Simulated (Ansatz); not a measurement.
**CH5FOSi: one species, many methods**

One table from this session's results is given with a row withheld; the runs are named, their logs left out.

Method: functionals in def2-TZVPP, the program's frozen cores in correlated methods; program: Ansatz 0.2.0, Gaussian basis.

Levels to be run: LDA (SPW92), PBE-D4, revPBE-D4, BLYP-D4, r2SCAN-D4, B97M-V, PBE0-D4, B3LYP-D4, r2SCANh-D4, r2SCAN0-D4, HSE06-D4, BHLYP-D4, CAM-B3LYP-D4, LC-ωPBE, ωB97X-V, ωB97M-V, B2PLYP, PBE-QIDH; CCSD(T)/def2-SVP; CCSD(T)/def2-TZVPP; MP2/def2-QZVPP; extrapolation to the limit; RPA on PBE.

## The geometry

The geometry comes from an earlier relaxation with PBE0-D4 in a triple-zeta def2 set; it is a stationary point, not always the lowest conformer.

9 atoms, charge 0, spin multiplicity 1.

Atoms are counted from 1 here; the program's logs count them from 0.

Bond lengths: O1–C2 1.422 Å, O1–H5 0.961 Å, C2–Si3 1.876 Å, C2–H6 1.100 Å, C2–H7 1.095 Å, Si3–F4 1.608 Å, Si3–H8 1.486 Å, Si3–H9 1.482 Å. Angles: C2–O1–H5 108.4°, O1–C2–Si3 111.4°, O1–C2–H6 111.7°, O1–C2–H7 106.7°, Si3–C2–H6 111.0°, Si3–C2–H7 109.6°, H6–C2–H7 106.2°, C2–Si3–F4 106.2°, C2–Si3–H8 112.2°, C2–Si3–H9 111.8°, F4–Si3–H8 108.2°, F4–Si3–H9 107.2°, H8–Si3–H9 111.0°.

Set-up of the first run:

in.yaml reads:

```yaml
crystal:
  periodic: [false, false, false]
  atoms:
    - {symbol: O, position_ang: [-0.029669, 1.371592, -1.068609]}
    - {symbol: C, position_ang: [-0.394214, 0.764940, 0.164666]}
    - {symbol: Si, position_ang: [0.435768, -0.904114, 0.380050]}
    - {symbol: F, position_ang: [0.052510, -1.765959, -0.922605]}
    - {symbol: H, position_ang: [-0.274593, 0.777323, -1.783130]}
    - {symbol: H, position_ang: [-1.485683, 0.678577, 0.268078]}
    - {symbol: H, position_ang: [-0.065319, 1.443270, 0.958292]}
    - {symbol: H, position_ang: [-0.063025, -1.627581, 1.577863]}
    - {symbol: H, position_ang: [1.912824, -0.784346, 0.408294]}
basis:
  gaussian: {orbitals: def2-TZVPP}
hamiltonian: {xc: lda}
output: {orbitals: {seedname: orbitals}}
```

Command:

```console
$ ansatz run in.yaml --threads 2 --pin off --events-out ev --progress --plain --max-ram 4352MiB
```

Steps of the session up to this table: LDA; PBE-D4 (GGA); revPBE-D4 (GGA); BLYP-D4 (GGA); r2SCAN-D4 (meta-GGA); B97M-V (meta-GGA); PBE0-D4 (hybrid); B3LYP-D4 (hybrid); r2SCANh-D4 (hybrid); r2SCAN0-D4 (hybrid); HSE06-D4 (hybrid); BHLYP-D4 (hybrid); CAM-B3LYP-D4 (range-separated); LC-ωPBE (range-separated); ωB97X-V (range-separated); ωB97M-V (range-separated); B2PLYP (double hybrid); PBE-QIDH (double hybrid).

One table of the session follows, with a row left open; its other results are not shown here.

It belongs to the step «Frontier levels by functional». 

```
  functional  HOMO (eV)  gap (eV)
 LDA (SPW92)      -6.33      5.14
      PBE-D4      -6.19      5.26
   revPBE-D4      -6.13      5.33
     BLYP-D4      -6.11      5.27
   r2SCAN-D4      -6.50      6.04
      B97M-V      -6.67      5.97
     PBE0-D4      -7.74      7.71
    B3LYP-D4      -7.51      7.22
  r2SCANh-D4          ?         ?
  r2SCAN0-D4      -7.96      8.22
    HSE06-D4      -7.33      6.93
    BHLYP-D4      -9.23     10.03
CAM-B3LYP-D4      -9.19     10.11
     LC-ωPBE     -10.51     12.69
     ωB97X-V     -10.18     12.20
     ωB97M-V     -10.09     11.76
```

Estimate the missing values for r2SCANh-D4.

Worked estimate for «HOMO (eV)». Against the share of exact exchange, r2SCAN-D4 (0, -6.50), r2SCAN0-D4 (0.25, -7.96) give a slope of -5.84 per unit share; at 0.1 the line stands at -7.08.

**Answer.** HOMO (eV): -7.09; gap (eV): 6.91. In «HOMO (eV)» the line misses by +0.01.
